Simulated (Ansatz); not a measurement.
**BAs: a single-point run**

Aim: a sound single-point run of BAs. The structure is shown as the input types it.

Program: Ansatz 0.2.0. Level of theory: density functional or hybrid calculation with the settings of its input, plane waves (as first typed). These are calculated values, not measurements.

4 further runs of the same task are left out: 1 for a known fault of the program, 3 that didn't finish.

## (1) The system as given

It takes space group F-43m (No. 216, cubic). Conventional cell: a = 4.784 Å, b = 4.784 Å, c = 4.784 Å, α = 90.00°, β = 90.00°, γ = 90.00°. B (site symmetry -43m) is surrounded by 4 As at 2.07 Å. Around As (site symmetry -43m) lie 4 B at 2.07 Å.

Coordinates:

```
CELL_PARAMETERS angstrom
0.00000 2.39187 2.39187
2.39187 0.00000 2.39187
2.39187 2.39187 0.00000
ATOMIC_POSITIONS crystal
B 0.00000 0.00000 0.00000
As 0.25000 0.25000 0.25000
```

## (2) The run

input.yaml reads:

```yaml
crystal:
  lattice:
    - [0.0, 2.3918676044, 2.3918676044]
    - [2.3918676044, 0.0, 2.3918676044]
    - [2.3918676044, 2.3918676044, 0.0]
  atoms:
    - { symbol: B, position: [0.0, 0.0, 0.0] }
    - { symbol: As, position: [0.25, 0.25, 0.25] }
kpoints:
  mp_grid: { grid: [6, 6, 6] }
hamiltonian:
  xc: pbe
scf:
  occupations: { method: cold, width: 4 }
  n_extra_bands: 4
output:
  forces: true
  stress: true
  eigenvalues: true
```

Launch:

```bash
$ ansatz run input.yaml --threads 4 --pin off --max-ram 3686MiB --backend cpu --events-out ev --progress --plain --runs-dir out
```

**Question.** How will this run end, and is anything wrong with its input?

The program finished normally. That alone doesn't make the input a sound one.

The suspect setting: scf.occupations.method is cold; scf.occupations.width is 4. A smearing of this width stands for electrons at many thousands of kelvin; it empties bonding states and fills antibonding ones.

To check: delete scf.occupations.width (the default then holds) and set scf.occupations.method to fixed.
